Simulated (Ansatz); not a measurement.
# NaMnCl3 (R-3): one cell, many starting occupations (series 2)

Aim: start the open shells of NaMnCl3 (R-3) from different occupation matrices at one fixed cell, and see in which states the SCF ends. Cell and atoms stay fixed.

Computed with Ansatz 0.2.0 (DFT r²SCAN+U (U = 2 eV, J = 0.9 eV on Mn d), plane waves, PAW, unless a step's input says otherwise).

2 further runs of the same task are left out: 2 that didn't finish. Runs told in other sessions of the task aren't counted.

## (1) The starting structure

It takes space group R-3 (No. 148, trigonal). The conventional cell has a = 6.591 Å, b = 6.591 Å, c = 18.627 Å, α = 90.00°, β = 90.00°, γ = 120.00°. Na (site symmetry 3) is surrounded by 6 Cl at 2.72 to 2.90 Å. Around Mn (site symmetry 3) lie 6 Cl at 2.52 to 2.59 Å. Cl (site symmetry 1) has 2 Mn at 2.52 to 2.59 Å and 2 Na at 2.72 to 2.90 Å in its first shell of neighbours.

As a file:

```cif
data_structure
_symmetry_space_group_name_H-M 'R-3:H'
_symmetry_Int_Tables_number 148
_cell_length_a 6.5910
_cell_length_b 6.5910
_cell_length_c 18.6270
_cell_angle_alpha 90.000
_cell_angle_beta 90.000
_cell_angle_gamma 120.000
_cell_volume 700.77
loop_
_atom_site_label
_atom_site_type_symbol
_atom_site_symmetry_multiplicity
_atom_site_Wyckoff_symbol
_atom_site_fract_x
_atom_site_fract_y
_atom_site_fract_z
_atom_site_occupancy
Na1 Na 6 c 0.66667 0.33333 0.18843 1
Mn1 Mn 6 c 0.33333 0.66667 0.32597 1
Cl1 Cl 18 f 0.67717 0.70463 0.25563 1
```

Magnetic order typed: ferromagnetic.

The runs: from atoms, default search; random orbitals: fully mixed, first filling; random orbitals: fully mixed, one electron more.

An earlier series on this cell reached its lowest free state from «random orbitals: single harmonics, first filling», perhaps among other starts.

## (2) From atoms, default search

input.yaml reads:

```yaml
crystal:
  lattice:
    - [3.29550161, 1.90265874, 6.20900035]
    - [-3.29550161, 1.90265874, 6.20900035]
    - [0.0, -3.80531748, 6.20900035]
  atoms:
    - { symbol: Na, position: [0.8551, 0.8551, 0.8551] }
    - { symbol: Na, position: [0.1449, 0.1449, 0.1449] }
    - { symbol: Mn, position: [0.6593, 0.6593, 0.6593], spin: 5.0 }
    - { symbol: Mn, position: [0.3407, 0.3407, 0.3407], spin: 5.0 }
    - { symbol: Cl, position: [0.9328, 0.2831, 0.551] }
    - { symbol: Cl, position: [0.2831, 0.551, 0.9328] }
    - { symbol: Cl, position: [0.551, 0.9328, 0.2831] }
    - { symbol: Cl, position: [0.0672, 0.7169, 0.449] }
    - { symbol: Cl, position: [0.7169, 0.449, 0.0672] }
    - { symbol: Cl, position: [0.449, 0.0672, 0.7169] }
basis:
  ecutwfc: 500
  ecutrho_ratio: 4
kpoints:
  mp_grid: { grid: [4, 4, 4] }
hamiltonian:
  xc: r2scan
  hubbard:
    sites:
      - { site: 2, l: d, u: 2.0, j: 0.9 }
      - { site: 3, l: d, u: 2.0, j: 0.9 }
scf:
  occupations: { method: gaussian, width: 0.05 }
output:
  forces: true
  stress: true
  eigenvalues: true
  populations: true
  hubbard: { sites: [{ site: 2, l: d }, { site: 3, l: d }] }
  write_density: true
  write_potential: true
  elf: true
  volumetric_format: npy
magnetization:
  spin_polarized: true
```

Command:

```
$ ansatz run input.yaml --threads 8 --pin off --max-ram 12288MiB --backend cpu --events-out ev --progress --plain --runs-dir out
```

The log of the run:

```text
Warning: RAYON_NUM_THREADS=8 ignored (pool sized by the plan → 8); use --threads N
Na: projections on atomic orbitals take those of the free atom [He] 2s2 2p6 3s1, of charge +0.00 (hamiltonian.pseudopotentials.projection_atoms); the dataset's partial waves leave at most 1.8e-8 of an orbital's norm unspanned inside its sphere
Mn: projections on atomic orbitals take those of the free atom [Ne] 3s2 3p6 3d5 4s2, of charge +0.00 (hamiltonian.pseudopotentials.projection_atoms); the dataset's partial waves leave at most 9.0e-7 of an orbital's norm unspanned inside its sphere
Cl: projections on atomic orbitals take those of the free atom [Ne] 3s2 3p5, of charge +0.00 (hamiltonian.pseudopotentials.projection_atoms); the dataset's partial waves leave at most 2.1e-7 of an orbital's norm unspanned inside its sphere
Engine: ansatz 0.2.0, aarch64-unknown-linux-gnu
Pseudopotentials: kind: paw
Pseudopotential: Na, paw, valence charge 9, recommended cutoff 500 eV (meta_gga), Na.paw.azcp
Pseudopotential: Mn, paw, valence charge 15, recommended cutoff 500 eV (meta_gga), Mn.paw.azcp
Pseudopotential: Cl, paw, valence charge 7, recommended cutoff 500 eV (meta_gga), Cl.paw.azcp
Functional definition: r2SCAN
  parameter k0 = 0.174
  parameter k1 = 0.065
  parameter a1 = 4.9479
  exchange = r2scan_x(k0 = k0, k1 = k1, a1 = a1)
  correlation = r2scan_c
Crystal: 10 atoms, lattice volume = 233.591 Å³
Basis set: ecut = 500 eV, 5909 PW (Γ), exchange–correlation on 216×216×216 points (64 copies of the dense FFT grid, shifted against one another)
Bands: 60, of which v1, the nominal top of the filled ones, is band 45 counted from 1 (44 counted from 0)
Symmetry: 6 space group operations
Space group: R-3 (ITA 148), of the structure as read, at distance tolerance 6.2e-5 Å
Magnetic group: BNS 148.17 (UNI 1247), of the structure as read, at distance tolerance 6.2e-5 Å
k-points: 14 of 64
Non-local potential: Na, projectors of the file, l = 0: 3, l = 1: 2, l = 2: 1
Non-local potential: Mn, projectors of the file, l = 0: 3, l = 1: 2, l = 2: 3, l = 3: 1
Non-local potential: Cl, projectors of the file, l = 0: 2, l = 1: 2, l = 2: 2
PAW form: soft (Blöchl's): semilocal exchange-correlation on the pseudo side does not see the compensation charge
PAW frozen core: Na, regenerated for the run's functional (the file was generated under x = pbe(κ = 0.804, μ = 0.2195149727645171), c = pbe(β = 0.06672455060314922))
PAW frozen core: Mn, regenerated for the run's functional (the file was generated under x = pbe(κ = 0.804, μ = 0.2195149727645171), c = pbe(β = 0.06672455060314922))
PAW frozen core: Cl, regenerated for the run's functional (the file was generated under x = pbe(κ = 0.804, μ = 0.2195149727645171), c = pbe(β = 0.06672455060314922))
PAW one-centre angular grid: Na, 302 points (default); XC on 339 of its mesh's 2595 points in the sphere
PAW one-centre angular grid: Mn, 590 points (default); XC on 160 Gauss nodes
PAW one-centre angular grid: Cl, 302 points (default); XC on 160 Gauss nodes
Initial density: superposition of atomic densities (chi_scale 0.1, normalization cell, long waves kept (reshape's long-wave potential 0.01 eV rms))
Starting moments: Σ|m| = 10 μB on 2 of 10 sites
Initial wavefunctions: pseudopotential atomic-orbital guess
Functional: x = r2scan, c = r2scan; τ floored in thin density (d = 2e-4 eV/Å³)
SCF iter   1: F=—  HF=-17313.199835 eV  |F-HF|=—  |Δ(HF+E_count)|=         —  Δρ=1.84e-1 (↑5.64e-2 ↓1.84e-1)  dr2=1.61e2  dr2_τ=7.45e-1  dr2_m=9.45e0  M=7.640 μB ∫|m|=7.641 μB  β_m=0.30  ethr=3.10e-3  ⟨swp⟩=8.4  Hψ=7010  notcnv=0  defer=5
preconditioner: auto → Kerker (q_TF=auto, 2.327 Å⁻¹)  [metal: Δε(μ)=0.003 eV  Ē_g=10.709 eV  σ=0.050 eV  W_gap=0.03  n_scr=58 (ndim 8)  ℏωp=18.5 eV  f_vac=0.035  D(μ)=19.57/eV (n_scr^D=228)]
spin=Collinear: Kerker preconditioning applied to the charge; magnetization (m = ρ↑ − ρ↓) channel mixes plain (no charge-response kernel on spin).
SCF iter   2: F=—  HF=-17302.393316 eV  |F-HF|=—  |Δ(HF+E_count)|=    1.08e1  Δρ=2.92e-2 (↑2.34e-2 ↓2.92e-2)  dr2=2.45e0  dr2_τ=3.05e-1  dr2_m=6.71e-1  M=10.000 μB ∫|m|=10.001 μB  β_m=1.00  ethr=3.10e-3  ⟨swp⟩=4.0  Hψ=4059  notcnv=0  defer=194  κ⁻¹=1.0e0(r=1)
preconditioner: auto → Resta (q_TF=auto, 2.327 Å⁻¹)  ε∞=3.6  [insulator: Δε(μ)=3.059 eV  Ē_g=11.503 eV  σ=0.050 eV  W_gap=1.00  n_scr=58 (ndim 8)  ℏωp=18.5 eV  f_vac=0.030  D(μ)=0.00/eV (n_scr^D=0)  ε∞_Penn≈3.6]
spin=Collinear: Resta preconditioning applied to the charge; magnetization (m = ρ↑ − ρ↓) channel mixes plain (no charge-response kernel on spin).
SCF iter   3: F=—  HF=-17302.718362 eV  |F-HF|=—  |Δ(HF+E_count)|=   3.25e-1  Δρ=1.28e-2 (↑1.28e-2 ↓1.24e-2)  dr2=1.23e0  dr2_τ=1.86e-2  dr2_m=9.22e-3  M=10.000 μB ∫|m|=10.007 μB  β_m=1.00  ethr=2.72e-3  ⟨swp⟩=2.6  Hψ=3215  notcnv=0  defer=195  κ⁻¹=1.3e-3(r=2)
SCF iter   4: F=—  HF=-17303.663070 eV  |F-HF|=—  |Δ(HF+E_count)|=   9.45e-1  Δρ=7.59e-3 (↑7.59e-3 ↓3.34e-3)  dr2=1.92e-1  dr2_τ=1.87e-3  dr2_m=2.23e-2  M=10.000 μB ∫|m|=10.014 μB  β_m=1.20  ethr=1.37e-3  ⟨swp⟩=3.1  Hψ=3538  notcnv=0  defer=194
Mixer restart at iter 4: flushing history
spin-set hold released at iteration 4 (site moments contracting): the magnetisation degrees of freedom join the quasi-Newton model from the next iteration; the mixer history was flushed
SCF iter   5: F=—  HF=-17303.751099 eV  |F-HF|=—  |Δ(HF+E_count)|=   8.80e-2  Δρ=3.13e-3 (↑2.52e-3 ↓3.13e-3)  dr2=7.60e-2  dr2_τ=1.07e-3  dr2_m=3.93e-3  M=10.000 μB ∫|m|=10.015 μB  β_m=1.20  ethr=2.13e-4  ⟨swp⟩=2.5  Hψ=3057  notcnv=0  defer=194  κ⁻¹=1.0e0(r=1)
SCF iter   6: F=—  HF=-17304.002658 eV  |F-HF|=—  |Δ(HF+E_count)|=   2.52e-1  Δρ=1.80e-3 (↑1.79e-3 ↓1.80e-3)  dr2=4.66e-2  dr2_τ=1.75e-4  dr2_m=1.19e-4  M=10.000 μB ∫|m|=10.015 μB  β_m=1.20  ethr=8.44e-5  ⟨swp⟩=2.5  Hψ=2979  notcnv=0  defer=194  κ⁻¹=1.4e-1(r=2)
SCF iter   7: F=—  HF=-17304.106120 eV  |F-HF|=—  |Δ(HF+E_count)|=   1.03e-1  Δρ=1.20e-3 (↑1.20e-3 ↓1.15e-3)  dr2=2.21e-2  dr2_τ=7.27e-5  dr2_m=5.69e-6  M=10.000 μB ∫|m|=10.015 μB  β_m=1.20  ethr=5.17e-5  ⟨swp⟩=2.0  Hψ=2270  notcnv=0  defer=194  κ⁻¹=3.4e-2(r=3)
SCF iter   8: F=—  HF=-17304.124985 eV  |F-HF|=—  |Δ(HF+E_count)|=   1.89e-2  Δρ=3.71e-4 (↑3.71e-4 ↓3.26e-4)  dr2=1.13e-3  dr2_τ=1.64e-5  dr2_m=3.33e-5  M=10.000 μB ∫|m|=10.014 μB  β_m=1.20  ethr=2.46e-5  ⟨swp⟩=2.1  Hψ=2976  notcnv=0  defer=194  κ⁻¹=2.8e-3(r=4)
SCF iter   9: F=—  HF=-17304.127314 eV  |F-HF|=—  |Δ(HF+E_count)|=   2.33e-3  Δρ=2.28e-4 (↑2.28e-4 ↓2.14e-4)  dr2=4.66e-4  dr2_τ=6.67e-6  dr2_m=2.72e-6  M=10.000 μB ∫|m|=10.015 μB  β_m=1.20  ethr=1.26e-6  ⟨swp⟩=2.1  Hψ=1870  notcnv=0  defer=192  κ⁻¹=1.2e-3(r=5)
SCF iter  10: F=—  HF=-17304.131649 eV  |F-HF|=—  |Δ(HF+E_count)|=   4.34e-3  Δρ=9.94e-5 (↑9.94e-5 ↓8.40e-5)  dr2=7.36e-5  dr2_τ=1.30e-6  dr2_m=3.76e-6  M=10.000 μB ∫|m|=10.014 μB  β_m=1.20  ethr=5.18e-7  ⟨swp⟩=2.0  Hψ=2748  notcnv=0  defer=192  κ⁻¹=1.2e-4(r=6)
SCF iter  11: F=—  HF=-17304.131989 eV  |F-HF|=—  |Δ(HF+E_count)|=   3.39e-4  Δρ=4.57e-5 (↑4.42e-5 ↓4.57e-5)  dr2=2.34e-5  dr2_τ=2.10e-7  dr2_m=3.36e-7  M=10.000 μB ∫|m|=10.014 μB  β_m=1.20  ethr=8.18e-8  ⟨swp⟩=2.6  Hψ=2673  notcnv=0  defer=192  κ⁻¹=5.6e-5(r=7)
SCF iter  12: F=—  HF=-17304.132018 eV  |F-HF|=—  |Δ(HF+E_count)|=   2.93e-5  Δρ=2.02e-5 (↑2.02e-5 ↓1.81e-5)  dr2=3.81e-6  dr2_τ=4.78e-8  dr2_m=8.42e-8  M=10.000 μB ∫|m|=10.014 μB  β_m=1.20  ethr=2.60e-8  ⟨swp⟩=2.0  Hψ=2554  notcnv=0  defer=192  κ⁻¹=1.4e-5(r=8)
SCF iter  13: F=—  HF=-17304.132020 eV  |F-HF|=—  |Δ(HF+E_count)|=   1.79e-6  Δρ=1.49e-5 (↑1.49e-5 ↓1.26e-5)  dr2=1.29e-6  dr2_τ=1.96e-8  dr2_m=2.31e-8  M=10.000 μB ∫|m|=10.014 μB  β_m=1.20  ethr=4.24e-9  ⟨swp⟩=2.0  Hψ=2149  notcnv=0  defer=192  κ⁻¹=1.2e-5(r=8)
SCF iter  14: F=—  HF=-17304.132025 eV  |F-HF|=—  |Δ(HF+E_count)|=   5.61e-6  Δρ=5.84e-6 (↑5.84e-6 ↓4.68e-6)  dr2=2.50e-7  dr2_τ=4.06e-9  dr2_m=5.42e-9  M=10.000 μB ∫|m|=10.014 μB  β_m=1.20  ethr=1.43e-9  ⟨swp⟩=2.0  Hψ=2677  notcnv=0  defer=192  κ⁻¹=4.9e-6(r=8)
SCF iter  15: F=—  HF=-17304.132026 eV  |F-HF|=—  |Δ(HF+E_count)|=   4.72e-7  Δρ=2.96e-6 (↑2.96e-6 ↓2.74e-6)  dr2=7.36e-8  dr2_τ=9.57e-10  dr2_m=6.94e-10  M=10.000 μB ∫|m|=10.014 μB  β_m=1.20  ethr=1.11e-10  ⟨swp⟩=17.1  Hψ=12228  notcnv=0  κ⁻¹=1.1e-6(r=8)
SCF iter  16: F=-17304.132026 eV  HF=-17304.132026 eV  |F-HF|=8.23e-9  |Δ(HF+E_count)|=   2.60e-8  Δρ=1.55e-6 (↑1.42e-6 ↓1.55e-6)  dr2=1.73e-8  dr2_τ=3.55e-10  dr2_m=4.65e-10  M=10.000 μB ∫|m|=10.014 μB  ethr=8.18e-11  ⟨swp⟩=7.5  Hψ=9206  notcnv=0
SCF 1 converged in 16 iterations: F = -17304.132026 eV  dr2 = 1.73e-8
this state was not tested for a lower state beside it, because the mixer in use, unlike msr1, does not test its closes by its own steps (another_mixer; see scf.mixing.algorithm and scf.lower_state_search)
SCF converged after 16 iterations
Magnetization: 10.0000 μB (50.0000 up, 40.0000 down)
Absolute magnetization: 10.0143 μB (∫|ρ↑−ρ↓|, with the PAW one-centre terms)
Spin contamination: 0.0144 ħ² per cell (⟨S²⟩ above its minimum at these occupations)
Per-site moments (μB) at R_I (Å): [(0.0036764393555563353, 1.1214574934282253), (0.0036764393555561835, 1.121457493428225), (4.482619931702111, 1.039269110847328), (4.482619931702112, 1.039269110847328), (0.05276768759309768, 1.0392691108473282), (0.052767687593097204, 1.0392691108473282), (0.052767687593097454, 1.039269110847328), (0.0527676875930975, 1.039269110847328), (0.05276768759309686, 1.0392691108473282), (0.0527676875930971, 1.039269110847328)]
Free energy (F): -17304.132026 eV
Harris-Foulkes:  -17304.132026 eV  (|F-HF|=8.23e-9)
Internal energy: -17304.132026 eV  (E = F + TS)
E sigma→0 (E₀):  -17304.132026 eV
Fermi energy:    4.980370 eV
--- Per-component energies (eV) ---
  E_band       = -1409.437046
  E_kinetic    = 1804.056669
  E_local      = -10194.819121  (includes V_loc(G=0)·N_el)
  E_nonlocal   = 916.606343
  E_hartree    = 3983.038816
  E_xc         = -911.888973
  E_vxc        = -1232.549939  (∫ρ·V_xc dr)
  E_hubbard    = 0.278250  (on-site DFT+U / exact-exchange correction)
  E_vhub       = -5.215898  (the Hubbard potential's part of the band-sum identity)
  E_paw        = -7175.210669  (= ΣΔE_a)
  E_vpaw       = -737.435479  (= ΣTr[D̂ρ^β])
  E_aug_tail   = 0.000214  (compensation charges beyond the density's cutoff)
  E_vtau       = 73.840238  (kinetic-family band-sum trace: ∫τ·v_τ [+ j·A + Jᵃ·Aᵃ] dr)
  E_ewald      = -5724.756492
  E_core_change = -1.437062  (= ΣΔE_core)
  E_smearing   = -0.000000  (= −TS)
  E_closure    = -0.000000  (closes the sum)
  Σ components = -17304.132026   (vs F -17304.132026, Δ=0.00e0)
--- DFT+U+J on-site energies (Liechtenstein; fll double counting; per corrected site; eV) ---
  site 2 (l=d): U=2.0000  J=0.9000  Tr N=5.2476  E_int=13.577157  E_dc=13.438032  E_U=0.139125
  site 3 (l=d): U=2.0000  J=0.9000  Tr N=5.2476  E_int=13.577157  E_dc=13.438032  E_U=0.139125
--- Forces (eV/Å), atoms counted from 1 ---
  atom   1  Na    -0.00000000    -0.00000000    -0.06363136
  atom   2  Na     0.00000000     0.00000000     0.06363136
  atom   3  Mn     0.00000000     0.00000000     0.03077421
  atom   4  Mn    -0.00000000    -0.00000000    -0.03077421
  atom   5  Cl     0.01302781     0.01948512    -0.00826331
  atom   6  Cl     0.01036071    -0.02102498    -0.00826331
  atom   7  Cl    -0.02338852     0.00153986    -0.00826331
  atom   8  Cl    -0.01302781    -0.01948512     0.00826331
  atom   9  Cl    -0.01036071     0.02102498     0.00826331
  atom  10  Cl     0.02338852    -0.00153986     0.00826331
  max |Σ_I F_I| component: 6.94e-18 eV/Å
--- Stress (GPa, compression-positive) ---
        0.068225       0.000000      -0.000000
       -0.000000       0.068225       0.000000
       -0.000000       0.000000      -0.102980
  P = ⅓ Tr σ = 0.0112 GPa (0.112 kbar)
--- Band table (eV; the first three rows and the last of 28) ---
  k-point 0 ↑: bands = ["-81.0615", "-81.0613", "-49.4608", "-49.4603", "-48.5517", "-48.5513", "-48.5490", "-48.5490", "-48.5473", "-48.5473", "-19.8849", "-19.8849", "-19.8806", "-19.8761", "-19.8748", "-19.8748", "-12.2552", "-11.6681", "-11.6303", "-11.6303", "-11.5438", "-11.5438", "-1.6085", "-1.5328", "-1.0328", "-1.0328", "-0.8776", "-0.8776", "-0.8184", "-0.8184", "-0.4821", "-0.2977", "-0.2977", "0.0823", "0.5114", "0.6681", "0.6681", "0.7749", "0.9010", "0.9010", "1.1881", "1.4813", "1.4813", "1.5612", "1.6301", "1.6301", "2.5746", "2.5746", "2.8434", "2.8434", "7.3128", "9.2447", "9.6091", "10.8830", "10.8830", "10.9697", "11.2484", "11.2484", "11.9630", "12.1481"]
[... 3 lines left out ...]
Occupation matrices written to <dir>
--- Löwdin populations: 10 sites ---
  site symbol       q [e]    m [muB]
     0     Na      8.2891     0.0050
     1     Na      8.2891     0.0050
     2     Mn     13.7220     4.7490
     3     Mn     13.7220     4.7490
     4     Cl      7.6115     0.0732
     5     Cl      7.6115     0.0732
     6     Cl      7.6115     0.0732
     7     Cl      7.6115     0.0732
     8     Cl      7.6115     0.0732
     9     Cl      7.6115     0.0732
  spilling = 0.003432 (of n_electrons = 90.000000)
--- Occupation matrices: 2 shells (run DFT+U table (all-electron-ortho-atomic); ε = 1.29e-3) ---
  Mn2 d_3D: site group C3 (3)
  Mn2 d_3D up     Tr n = 4.9850  λ = 0.995 0.995 0.998 0.998 0.998  [2× xz 0.32 E(1.00) | 3× z2 0.33 E(0.67)]
  Mn2 d_3D dn     Tr n = 0.2627  λ = 0.023 0.024 0.024 0.096 0.096  [3× z2 0.33 E(0.67) | 2× xz 0.33 E(1.00)]
  Mn3 d_3D: site group C3 (3)
  Mn3 d_3D up     Tr n = 4.9850  λ = 0.995 0.995 0.998 0.998 0.998  [2× xz 0.32 E(1.00) | 3× z2 0.33 E(0.67)]
  Mn3 d_3D dn     Tr n = 0.2627  λ = 0.023 0.024 0.024 0.096 0.096  [3× z2 0.33 E(0.67) | 2× xz 0.33 E(1.00)]
  Tr n, λ and their labels are of the run-group-symmetrised matrices; stabiliser: 6 of 12 elements of G0×{1,Θ} (closed), max defect 2.2e-15 at τ = 2.7e-4
```

Run time: 15 s. Hardware: 8 threads of Arm Neoverse V2, shared host; peak memory 2 GiB.

It ends with a gap on the mesh of 4.19 eV, pressure 0.0 GPa, moments in spheres Mn 4.48; Cl 0.05 μB, largest force component 0.06 eV/Å, 6 symmetry operations imposed.

The shells' filling, with natural orbitals sorted by occupation:

```csv
shell,channel,electrons,over 0.8,0.2 to 0.8,under 0.2
Mn 3d (atom 3),up,4.98,5,0,0
Mn 3d (atom 3),down,0.26,0,0,5
```

The maps below are laid out on this run's own conventional cell (a, b, c = 6.591, 6.591, 18.627 Å).

Density in a lattice plane of the grid's cell (edges 6.59 and 18.63 Å, at 0.010 of the third edge), which holds Na and Mn and Cl.

Ten even steps from '0' (0.00 e/Å³) to '9' (22.15 e/Å³):
```
00000000
00000000
80000000
00000000
00000000
00000000
90000000
00000000
00000000
00000000
00000000
00000000
90000000
00000000
00000000
00000000
80000000
00000000
00000000
00000000
```
Columns run along the first of these edges and rows up along the second, over one cell in 8 and 20 even steps from the bottom left corner. Atoms in the plane (fractional): Na at (0.00, 0.14), Na at (0.00, 0.86), Mn at (0.00, 0.34), Mn at (0.00, 0.66), Cl at (0.37, 0.08), Cl at (0.32, 0.74), Cl at (0.63, 0.92).

ELF in the same plane.

Ten even steps from ' ' (0.00) to '@' (0.88):
```
        %%%%@@==
--      @@%%@@  
::==    ::##==::
  ..@@@@::      
  ##%%%%%%      
==..@@@@--      
@@--    ..%%**::
..      %%%%%%==
        **@@@@++
      ::  ::..  
  --@@@@##      
..--@@%%%%      
@@--**%%..    ::
==..    --@@@@..
        ##@@%%##
        ..%%@@..
::==--##--    --
--  @@%%@@..    
  --@@%%@@      
    ::--  --::  
```
Columns run along the first of these edges and rows up along the second, over one cell in 8 and 20 even steps from the bottom left corner. Atoms in the plane (fractional): Na at (0.00, 0.14), Na at (0.00, 0.86), Mn at (0.00, 0.34), Mn at (0.00, 0.66), Cl at (0.37, 0.08), Cl at (0.32, 0.74), Cl at (0.63, 0.92).

Both are smooth fields of the valence electrons: close to the nuclei they are not physical.

Spin density (up less down) in a lattice plane of the grid's cell (edges 6.59 and 18.63 Å, at 0.010 of the third edge), which holds Na and Mn and Cl.

Values in e/Å³, 12 rows by 6 columns:
```
0.00 0.00 0.00 0.01 0.01 0.00
0.00 0.00 0.00 0.00 0.00 0.00
0.01 0.00 0.01 0.00 0.00 0.00
7.43 0.12 0.00 0.00 0.00 0.09
0.03 0.00 0.00 0.00 0.01 0.00
0.00 0.00 0.00 0.00 0.00 0.00
0.03 0.00 0.01 0.00 0.00 0.00
7.43 0.12 0.00 0.00 0.00 0.09
0.01 0.00 0.00 0.00 0.01 0.01
0.00 0.00 0.00 0.00 0.00 0.00
0.00 0.00 0.01 0.01 0.00 0.00
0.00 0.00 0.00 0.00 0.00 0.00
```
Columns run along the first of these edges and rows up along the second, over one cell in 6 and 12 even steps from the bottom left corner. Atoms in the plane (fractional): Na at (0.00, 0.14), Na at (0.00, 0.86), Mn at (0.00, 0.34), Mn at (0.00, 0.66), Cl at (0.37, 0.08), Cl at (0.32, 0.74), Cl at (0.63, 0.92).

Outside the cores ELF peaks at 0.89 in the shell around Cl, 0.9 Å from Cl.

(Part 1 of 3 ends here.)
